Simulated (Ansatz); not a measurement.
# Al5Cu: the cost of one run

Computed with Ansatz 0.2.0 (DFT PBE, scalar-relativistic, plane waves, PAW, unless a step's input says otherwise).

### Step 1. The structure to begin with

It takes space group P-3m1 (No. 164, trigonal). Conventional cell: a = 4.409 Å, b = 4.409 Å, c = 5.399 Å, α = 90.00°, β = 90.00°, γ = 120.00°. Al (site symmetry 3m) has 5 Al at 2.70 Å and 3 Cu at 2.70 Å as nearest neighbours. Around Al (site symmetry 3m) lie 8 Al at 2.70 Å. Al (site symmetry -3m) has 6 Al at 2.70 Å and 2 Cu at 2.70 Å as nearest neighbours. Cu (site symmetry -3m) has 8 Al at 2.70 Å as nearest neighbours.

Coordinates:

```cif
data_structure
_symmetry_space_group_name_H-M 'P 1'
_symmetry_Int_Tables_number 1
_cell_length_a 4.4085
_cell_length_b 4.4085
_cell_length_c 5.3993
_cell_angle_alpha 90.000
_cell_angle_beta 90.000
_cell_angle_gamma 120.000
_cell_volume 90.88
loop_
_atom_site_label
_atom_site_type_symbol
_atom_site_fract_x
_atom_site_fract_y
_atom_site_fract_z
_atom_site_occupancy
Al1 Al 0.33333 0.66667 0.16667 1
Al2 Al 0.66667 0.33333 0.33333 1
Al3 Al 0.00000 0.00000 0.50000 1
Al4 Al 0.33333 0.66667 0.66667 1
Al5 Al 0.66667 0.33333 0.83333 1
Cu1 Cu 0.00000 0.00000 0.00000 1
```

The start is an ordering of an alloy on its end members' structure types: elements ordered on the sites of the Sr type, Cu/Al on Sr (P-3m1, No. 164).

### Step 2. A first look at the guess

input.yaml reads:

```yaml
crystal:
  lattice:
    - [4.40853046, 0.0, 0.0]
    - [-2.20426523, 3.81789937, 0.0]
    - [0.0, 0.0, 5.39932507]
  atoms:
    - { symbol: Al, position: [0.33333333, 0.66666667, 0.16666667] }
    - { symbol: Al, position: [0.66666667, 0.33333333, 0.33333333] }
    - { symbol: Al, position: [0.0, 0.0, 0.5] }
    - { symbol: Al, position: [0.33333333, 0.66666667, 0.66666667] }
    - { symbol: Al, position: [0.66666667, 0.33333333, 0.83333333] }
    - { symbol: Cu, position: [0.0, 0.0, 0.0] }
basis:
  ecutwfc: 420
kpoints:
  mp_grid: { grid: [6, 6, 4] }
hamiltonian:
  xc: pbe
scf:
  occupations: { method: gaussian, width: 0.1 }
  lower_state_search: "off"
output:
  forces: true
  stress: true
  eigenvalues: true
```

Command:

```sh
ansatz run input.yaml --threads 1 --pin off --max-ram 2560MiB --backend cpu --events-out ev --progress --plain --runs-dir out
```

**Question.** How long does this run take on 1 thread of Arm Neoverse V2, shared host, and how much memory does it need?

About 3.1 s, with a peak of 0.34 GiB.
